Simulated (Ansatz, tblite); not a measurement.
# C₁₉H₂₁N₃S₃Si₂: spin states and exact exchange

Is the singlet the ground state of C₁₉H₂₁N₃S₃Si₂? Other spin states are computed and compared level by level.

Method: as each input shows; program: Ansatz 0.2.0, Gaussian basis.

The runs, in order: triplet, at the geometry of the singlet (GFN1-xTB, GFN2-xTB, PBE0-D4/def2-TZVP, PBE-D4/def2-TZVP); the singlet's energies come from earlier runs.

1 further run of the same task is left out (set aside as unsound or not needed).

### 1 The relaxed structure

The geometry is that of the singlet, from an earlier relaxation (r2SCAN-D4/def2-SVP).

SMILES `C[Si](C)(C)C#Cc1cnc(-c2cnc(-c3cnc(C#C[Si](C)(C)C)s3)s2)s1`, 48 atoms, charge 0, spin multiplicity 1.

Bond lengths: C1–Si2 1.878 Å, C1–H28 1.102 Å, C1–H29 1.102 Å, C1–H30 1.103 Å, Si2–C3 1.878 Å, Si2–C4 1.878 Å, Si2–C5 1.847 Å, C3–H31 1.102 Å, C3–H32 1.103 Å, C3–H33 1.102 Å, C4–H34 1.102 Å, C4–H35 1.102 Å, C4–H36 1.103 Å, C5–C6 1.231 Å, C6–C7 1.402 Å, C7–C8 1.395 Å, C7–S27 1.750 Å, C8–N9 1.347 Å and more. Angles: Si2–C1–H28 111.3°, Si2–C1–H29 111.3°, Si2–C1–H30 110.6°, H28–C1–H29 107.8°, H28–C1–H30 107.9°, H29–C1–H30 107.9°, C1–Si2–C3 110.5°, C1–Si2–C4 110.7°, C1–Si2–C5 108.5°, C3–Si2–C4 110.7°, C3–Si2–C5 108.5°, C4–Si2–C5 107.9°, Si2–C3–H31 111.2°, Si2–C3–H32 110.6°, Si2–C3–H33 111.3°, H31–C3–H32 107.9°, H31–C3–H33 107.8°, H32–C3–H33 107.9° and more.

### 2 Triplet at the fixed geometry, GFN1-xTB

Tight binding, by tblite at 300 K electronic temperature and without a spin-polarisation term:

```python
tblite.interface.Calculator('GFN1-xTB', numbers, positions, charge=0, uhf=2).singlepoint()
```

Energy -2059.4828 eV; 0.26 s.

### 3 Triplet at the fixed geometry, GFN2-xTB

Tight binding, by tblite at 300 K electronic temperature and without a spin-polarisation term:

```python
tblite.interface.Calculator('GFN2-xTB', numbers, positions, charge=0, uhf=2).singlepoint()
```

Energy -1990.2807 eV; 0.19 s.

### 4 Triplet at the fixed geometry, PBE0-D4/def2-TZVP

in.yaml

```yaml
crystal:
  periodic: [false, false, false]
  atoms:
    - {symbol: C, position_ang: [-8.754970, 0.030052, 2.429267]}
    - {symbol: Si, position_ang: [-8.648718, -0.768236, 0.732420]}
    - {symbol: C, position_ang: [-8.681976, -2.640257, 0.881778]}
    - {symbol: C, position_ang: [-10.042645, -0.166093, -0.372936]}
    - {symbol: C, position_ang: [-7.050697, -0.271272, -0.048850]}
    - {symbol: C, position_ang: [-5.995091, 0.066950, -0.583860]}
    - {symbol: C, position_ang: [-4.801822, 0.459096, -1.205915]}
    - {symbol: C, position_ang: [-4.627733, 1.129990, -2.416264]}
    - {symbol: N, position_ang: [-3.359215, 1.388333, -2.787767]}
    - {symbol: C, position_ang: [-2.492620, 0.938145, -1.901154]}
    - {symbol: C, position_ang: [-1.069067, 1.083739, -2.056691]}
    - {symbol: C, position_ang: [-0.416231, 1.696237, -3.123608]}
    - {symbol: N, position_ang: [0.929488, 1.721024, -3.065515]}
    - {symbol: C, position_ang: [1.380152, 1.140858, -1.971605]}
    - {symbol: C, position_ang: [2.779785, 1.027290, -1.656956]}
    - {symbol: C, position_ang: [3.831802, 1.501382, -2.439962]}
    - {symbol: N, position_ang: [5.074145, 1.293002, -1.964177]}
    - {symbol: C, position_ang: [5.050335, 0.657664, -0.808358]}
    - {symbol: C, position_ang: [6.173008, 0.286665, -0.045916]}
    - {symbol: C, position_ang: [7.150944, -0.039368, 0.624080]}
    - {symbol: Si, position_ang: [8.672438, -0.496176, 1.573491]}
    - {symbol: C, position_ang: [9.624336, 1.082343, 1.928465]}
    - {symbol: C, position_ang: [8.144282, -1.334385, 3.167764]}
    - {symbol: C, position_ang: [9.688668, -1.660816, 0.508126]}
    - {symbol: S, position_ang: [3.420830, 0.273203, -0.235814]}
    - {symbol: S, position_ang: [0.114675, 0.509737, -0.921764]}
    - {symbol: S, position_ang: [-3.223980, 0.147463, -0.516341]}
    - {symbol: H, position_ang: [-8.717140, 1.128670, 2.356816]}
    - {symbol: H, position_ang: [-7.923954, -0.293662, 3.076116]}
    - {symbol: H, position_ang: [-9.699300, -0.244973, 2.928446]}
    - {symbol: H, position_ang: [-8.600433, -3.121131, -0.106030]}
    - {symbol: H, position_ang: [-9.624869, -2.975381, 1.345709]}
    - {symbol: H, position_ang: [-7.850032, -3.006482, 1.504303]}
    - {symbol: H, position_ang: [-10.017991, 0.929516, -0.486126]}
    - {symbol: H, position_ang: [-9.975465, -0.610838, -1.378663]}
    - {symbol: H, position_ang: [-11.021909, -0.440482, 0.053834]}
    - {symbol: H, position_ang: [-5.465005, 1.439993, -3.045786]}
    - {symbol: H, position_ang: [-0.954303, 2.135258, -3.966116]}
    - {symbol: H, position_ang: [3.670652, 2.015847, -3.389469]}
    - {symbol: H, position_ang: [10.550457, 0.858820, 2.484215]}
    - {symbol: H, position_ang: [9.026710, 1.783423, 2.532437]}
    - {symbol: H, position_ang: [9.904327, 1.595673, 0.994820]}
    - {symbol: H, position_ang: [7.560884, -2.247082, 2.967026]}
    - {symbol: H, position_ang: [9.027637, -1.622050, 3.762185]}
    - {symbol: H, position_ang: [7.524449, -0.665896, 3.786308]}
    - {symbol: H, position_ang: [10.616198, -1.951398, 1.029472]}
    - {symbol: H, position_ang: [9.129103, -2.580092, 0.273038]}
    - {symbol: H, position_ang: [9.969892, -1.184310, -0.444472]}
basis:
  gaussian: {orbitals: def2-TZVP, fitting: {mean_field: def2-universal-jkfit}}
magnetization: {spin_polarized: true, initial_magnetization: 2}
hamiltonian: {xc: pbe0, dispersion: d4}
scf: {omitted_lower_state_checks: [starts]}
output: {orbitals: {seedname: orbitals}}
```

On the command line:

```bash
ansatz run in.yaml --threads 2 --pin off --events-out ev --progress --plain --max-ram 32768MiB --backend cuda --devices 0, --max-vram 18GiB
```

The program printed:

```text
Functional definition: PBE0
  name "PBE0"
  cite "Adamo & Barone, J. Chem. Phys. 110, 6158 (1999) doi:10.1063/1.478522"
  cite "Perdew, Burke & Ernzerhof, Phys. Rev. Lett. 77, 3865 (1996) doi:10.1103/PhysRevLett.77.3865"
  parent pbe
  parameter a = 0.25
  parameter kappa = 0.804
  parameter beta = 0.06672455060314922
  exchange = (1 - a)*pbe_x(kappa = kappa, mu = beta*pi^2/3) + a*exact_x
  correlation = pbe_c(beta = beta)
these checks for a lower state are left out or cut short: starts
2674 factors; integrals over basis functions are off by at most 4.0e-1 eV
mean field evaluation 1: about -72682.3528 eV, gradient 1.1e2 eV
mean field evaluation 2: about -72425.2087 eV, gradient 2.3e2 eV
mean field evaluation 4: about -72682.9085 eV, gradient 7.5e1 eV
mean field evaluation 8: about -72737.5756 eV, gradient 2.6e0 eV
mean field evaluation 16: about -72737.6468 eV, gradient 5.8e-2 eV
mean field evaluation 32: about -72737.6469 eV, gradient 2.9e-4 eV
mean field -72737.64690245 eV, -2673.0592203171 hartree, gradient 1.8e-5 eV, S^2 2.037734; 0 other end points of the search recorded, 0 dependent functions left out
reference -72737.64698843 eV, -2673.0592234767 hartree; 117, 115 occupied and 876, 878 virtual orbitals, 2674 factors
Total energy: -72739.19886466 eV, -2673.1162538764 hartree
Checks for a lower state left out: starts
```

It took 28 s on 1 × H100 (card shared with other runs) with 2 threads of AMD EPYC 7R13, shared host; peak host memory 1.7 GiB.

HOMO -4.16 eV, LUMO -4.66 eV (over both spins; with the spin held, an empty level of the minority spin lies below the top filled one); ⟨S²⟩ 2.038 (pure: 2.00).

### 5 Triplet at the fixed geometry, PBE-D4/def2-TZVP

start.molden holds the orbitals of an earlier run on this state, given as this run's starting guess.

Edit in.yaml of step 4 so:

```diff
@@ -52,5 +52,5 @@
 basis:
-  gaussian: {orbitals: def2-TZVP, fitting: {mean_field: def2-universal-jkfit}}
+  gaussian: {orbitals: def2-TZVP, fitting: {mean_field: def2-universal-jkfit}, initial_orbitals: start.molden}
 magnetization: {spin_polarized: true, initial_magnetization: 2}
-hamiltonian: {xc: pbe0, dispersion: d4}
+hamiltonian: {xc: pbe, dispersion: d4}
 scf: {omitted_lower_state_checks: [starts]}
```

Same command.

The program printed:

```text
Functional definition: PBE
  name "PBE"
  cite "Perdew, Burke & Ernzerhof, Phys. Rev. Lett. 77, 3865 (1996) doi:10.1103/PhysRevLett.77.3865"
  parent pbe
  parameter kappa = 0.804
  parameter beta = 0.06672455060314922
  exchange = pbe_x(kappa = kappa, mu = beta*pi^2/3)
  correlation = pbe_c(beta = beta)
these checks for a lower state are left out or cut short: starts
2674 factors; integrals over basis functions are off by at most 4.0e-1 eV
mean field evaluation 1: about -72731.7094 eV, gradient 1.7e1 eV
mean field evaluation 2: about -72732.3019 eV, gradient 7.3e-1 eV
mean field evaluation 4: about -72732.3124 eV, gradient 2.2e-1 eV
mean field evaluation 8: about -72732.3127 eV, gradient 2.5e-5 eV
mean field -72732.31270104 eV, -2672.8631920310 hartree, gradient 2.5e-5 eV, S^2 2.006991; 0 other end points of the search recorded, 0 dependent functions left out
reference -72732.31281838 eV, -2672.8631963431 hartree; 117, 115 occupied and 876, 878 virtual orbitals, 2674 factors
Total energy: -72734.11061072 eV, -2672.9292639929 hartree
Checks for a lower state left out: starts
```

Wall time 18 s (1 × H100 (card shared with other runs) with 2 threads of AMD EPYC 7R13, shared host).

HOMO -3.53 eV, LUMO -5.07 eV (over both spins; with the spin held, an empty level of the minority spin lies below the top filled one); ⟨S²⟩ 2.007 (pure: 2.00).

### 6 Triplet less singlet, vertical

The singlet's energies are those of its earlier runs, whose logs aren't repeated here.

```csv
level,"triplet less singlet, vertical (kJ/mol)",time
GFN1-xTB,+174.4,0.42 s
GFN2-xTB,+175.2,0.36 s
PBE-D4/def2-TZVP,+164.2,32 s
PBE0-D4/def2-TZVP,+182.0,42 s
```

Times add the two runs; a level without a time comes out of a correlated run. Tight binding without a spin term can't rank spin states.

### 7 What came out

| quantity | value |
| --- | --- |
| triplet less singlet, vertical, functionals in def2-TZVP | +164.2 (PBE-D4) to +182.0 kJ/mol (PBE0-D4) |

What this shows: All functionals put the triplet above the singlet, over a spread of 17.8 kJ/mol. The checks for a lower triplet were left out, so another state of that spin may lie lower. These are electronic energies, without zero-point motion, entropy or surroundings.
